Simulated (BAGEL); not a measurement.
**[B2H5O2]− (SMILES [BH3-]B(O)O) at HF/6-31G(d) (density fitting with qzvpp-jkfit, spherical functions)**

What is the energy change on altering one bond length of [B2H5O2]− at HF/6-31G* (density fitting with qzvpp-jkfit, spherical functions)? 

The calculation is run with BAGEL 1.2.2.

2 further runs of the same task are left out: 2 set aside as unsound or not needed. Runs told in other sessions of the task aren't counted.

## Step 1: The structure to begin with

[B2H5O2]−: 9 atoms, total charge -1, spin state singlet. As SMILES, `[BH3-]B(O)O`. Geometry: relaxed at GFN2-xTB. This is one conformer, not always the lowest.

Bond lengths: B1–B2 1.697 Å, B2–O3 1.407 Å, B2–O4 1.407 Å, B1–H5 1.238 Å, B1–H6 1.241 Å, B1–H7 1.238 Å, O3–H8 0.956 Å, O4–H9 0.956 Å. Some angles: B1–B2–O3 125.1°, B1–B2–O4 125.6°, O3–B2–O4 109.3°, B2–B1–H5 110.6°, B2–B1–H6 112.8°, B2–B1–H7 112.0°, B2–O3–H8 108.5°, B2–O4–H9 108.3°, H5–B1–H6 107.1°, H5–B1–H7 106.4°.

## Step 2: The energy at HF/6-31G(d) (density fitting with qzvpp-jkfit, spherical functions)

Contents of job.json:

```json
{ "bagel": [

{
  "title": "molecule",
  "basis": "6-31gs.json",
  "df_basis": "qzvpp-jkfit",
  "angstrom": true,
  "geometry": [
    { "atom": "B", "xyz": [       0.254680,       0.940610,      -0.319590 ] },
    { "atom": "B", "xyz": [      -0.171720,      -0.610840,       0.220640 ] },
    { "atom": "O", "xyz": [       0.717840,      -1.692820,       0.355770 ] },
    { "atom": "O", "xyz": [      -1.467670,      -1.025080,       0.580350 ] },
    { "atom": "H", "xyz": [       0.503080,       0.926310,      -1.531980 ] },
    { "atom": "H", "xyz": [      -0.645350,       1.775930,      -0.140800 ] },
    { "atom": "H", "xyz": [       1.274260,       1.363820,       0.241170 ] },
    { "atom": "H", "xyz": [       1.593070,      -1.398680,       0.109540 ] },
    { "atom": "H", "xyz": [      -2.058200,      -0.279260,       0.484900 ] }
  ]
},

{ "title": "hf", "charge": -1 },

{ "title": "print", "file": "orbitals.molden", "orbitals": true }

]}
```

The basis set 6-31G* is read from a file made from the Basis Set Exchange's data (not shown).

Launch:

```sh
$ BAGEL_NUM_THREADS=1 BAGEL job.json > job.out
```

The program printed:

```text
* using 1 threads per process

  ===============================================================
  ===============================================================

  *** Geometry ***

  { "atom" : "B", "xyz" : [      0.481275,      1.777495,     -0.603938 ] },
  { "atom" : "B", "xyz" : [     -0.324504,     -1.154320,      0.416949 ] },
  { "atom" : "O", "xyz" : [      1.356521,     -3.198966,      0.672308 ] },
  { "atom" : "O", "xyz" : [     -2.773494,     -1.937120,      1.096703 ] },
  { "atom" : "H", "xyz" : [      0.950683,      1.750472,     -2.895023 ] },
  { "atom" : "H", "xyz" : [     -1.219535,      3.356021,     -0.266073 ] },
  { "atom" : "H", "xyz" : [      2.408002,      2.577246,      0.455745 ] },
  { "atom" : "H", "xyz" : [      3.010466,     -2.643122,      0.207001 ] },
  { "atom" : "H", "xyz" : [     -3.889434,     -0.527725,      0.916328 ] },

  Number of auxiliary basis functions:      394

  Since a DF basis is specified, we compute 2- and 3-index integrals:
    o Being stored without compression. Storage requirement is 0.014 GB

  Number of basis functions:       66
  Number of electrons      :       31

    * METHOD: MOLECULE                             0.12

  *** RHF ***

  === Nuclear Repulsion ===
   103.3700351057

      * DIIS with orbital gradients will be used.

  === RHF iteration (6-31gs.json) ===
      0       -201.78128785          0.02850128           0.03
      1       -201.98798010          0.01673662           0.03
      2       -202.06912083          0.00210315           0.03
      3       -202.07099444          0.00052859           0.03
      4       -202.07113585          0.00008649           0.03
      5       -202.07114168          0.00001673           0.03
      6       -202.07114193          0.00000405           0.03
      7       -202.07114194          0.00000134           0.03
      8       -202.07114194          0.00000050           0.03
      9       -202.07114194          0.00000020           0.03
     10       -202.07114194          0.00000005           0.03
     11       -202.07114194          0.00000002           0.03
     12       -202.07114194          0.00000001           0.03
    * SCF iteration converged.

    * Permanent dipole moment:
           (    0.371103,     1.430054,    -0.490784) a.u.

    * METHOD: HF                                   0.44

    * METHOD: PRINT                                0.01

  ===============================================================
```

It took 0.72 s on 1 thread of Arm Neoverse V2, shared host; peak memory 0.084 GiB.

## Step 3: The distorted shape at the same level

Contents of calc.json:

```json
{ "bagel" : [

{
  "title" : "molecule",
  "basis" : "6-31gs.json",
  "df_basis" : "qzvpp-jkfit",
  "angstrom" : true,
  "geometry" : [
    { "atom" : "B", "xyz" : [       0.524659,       0.690042,      -0.373221 ] },
    { "atom" : "B", "xyz" : [       0.098259,      -0.861408,       0.167009 ] },
    { "atom" : "O", "xyz" : [       0.987819,      -1.943388,       0.302139 ] },
    { "atom" : "O", "xyz" : [      -1.197691,      -1.275648,       0.526719 ] },
    { "atom" : "H", "xyz" : [       0.773059,       0.675742,      -1.585611 ] },
    { "atom" : "H", "xyz" : [      -0.645350,       1.775930,      -0.140800 ] },
    { "atom" : "H", "xyz" : [       1.544239,       1.113252,       0.187539 ] },
    { "atom" : "H", "xyz" : [       1.863049,      -1.649248,       0.055909 ] },
    { "atom" : "H", "xyz" : [      -1.788221,      -0.529828,       0.431269 ] }
  ]
},

{ "title" : "hf", "charge" : -1 },

{ "title" : "print", "file" : "orbitals.molden", "orbitals" : true }

]}
```

The basis set 6-31G* is read from a file made from the Basis Set Exchange's data (not shown).

Launch:

```sh
$ BAGEL_NUM_THREADS=1 BAGEL calc.json > calc.out
```

The program printed:

```text
* using 1 threads per process

  ===============================================================
  ===============================================================

  *** Geometry ***

  { "atom" : "B", "xyz" : [      0.991462,      1.303990,     -0.705285 ] },
  { "atom" : "B", "xyz" : [      0.185683,     -1.627825,      0.315601 ] },
  { "atom" : "O", "xyz" : [      1.866707,     -3.672471,      0.570960 ] },
  { "atom" : "O", "xyz" : [     -2.263308,     -2.410625,      0.995355 ] },
  { "atom" : "H", "xyz" : [      1.460870,      1.276967,     -2.996371 ] },
  { "atom" : "H", "xyz" : [     -1.219535,      3.356021,     -0.266073 ] },
  { "atom" : "H", "xyz" : [      2.918189,      2.103741,      0.354397 ] },
  { "atom" : "H", "xyz" : [      3.520652,     -3.116627,      0.105653 ] },
  { "atom" : "H", "xyz" : [     -3.379248,     -1.001230,      0.814980 ] },

  Number of auxiliary basis functions:      394

  Since a DF basis is specified, we compute 2- and 3-index integrals:
    o Being stored without compression. Storage requirement is 0.014 GB

  Number of basis functions:       66
  Number of electrons      :       31

    * METHOD: MOLECULE                             0.12

  *** RHF ***

  === Nuclear Repulsion ===
   102.5109561932

      * DIIS with orbital gradients will be used.

  === RHF iteration (6-31gs.json) ===
      0       -201.75477884          0.02862811           0.03
      1       -201.96065559          0.01697175           0.03
      2       -202.04408379          0.00216928           0.03
      3       -202.04613729          0.00054321           0.03
      4       -202.04628210          0.00008630           0.03
      5       -202.04628760          0.00001596           0.03
      6       -202.04628782          0.00000363           0.03
      7       -202.04628783          0.00000109           0.03
      8       -202.04628783          0.00000039           0.03
      9       -202.04628783          0.00000016           0.03
     10       -202.04628783          0.00000005           0.03
     11       -202.04628783          0.00000001           0.03
     12       -202.04628783          0.00000001           0.03
    * SCF iteration converged.

    * Permanent dipole moment:
           (   -0.013873,     1.796253,    -0.418081) a.u.

    * METHOD: HF                                   0.44

    * METHOD: PRINT                                0.01

  ===============================================================
```

Wall time 0.75 s (1 thread of Arm Neoverse V2, shared host); peak memory 0.084 GiB.

## Step 4: Results

At HF/6-31G* (density fitting with qzvpp-jkfit, spherical functions):

| quantity | value |
| --- | --- |
| first shape: total energy | -202.07114 Eh |
| first shape: HOMO energy | -4.47 eV |
| first shape: LUMO energy | 10.86 eV |
| first shape: HOMO–LUMO gap (to an unbound level, set by the basis) | 15.34 eV |
| distorted shape: total energy | -202.04629 Eh |
| distorted shape: HOMO energy | -4.23 eV |
| distorted shape: LUMO energy | 10.48 eV |
| distorted shape: HOMO–LUMO gap (to an unbound level, set by the basis) | 14.71 eV |
| energy change with the B1–H6 bond stretched from 1.241 to 1.613 Å | 0.676 eV |

**Reading.** With the B1–H6 bond stretched from 1.241 to 1.613 Å the energy rises by 0.68 eV (15.6 kcal/mol). The first shape isn't relaxed at this level, so the change isn't measured from a minimum.
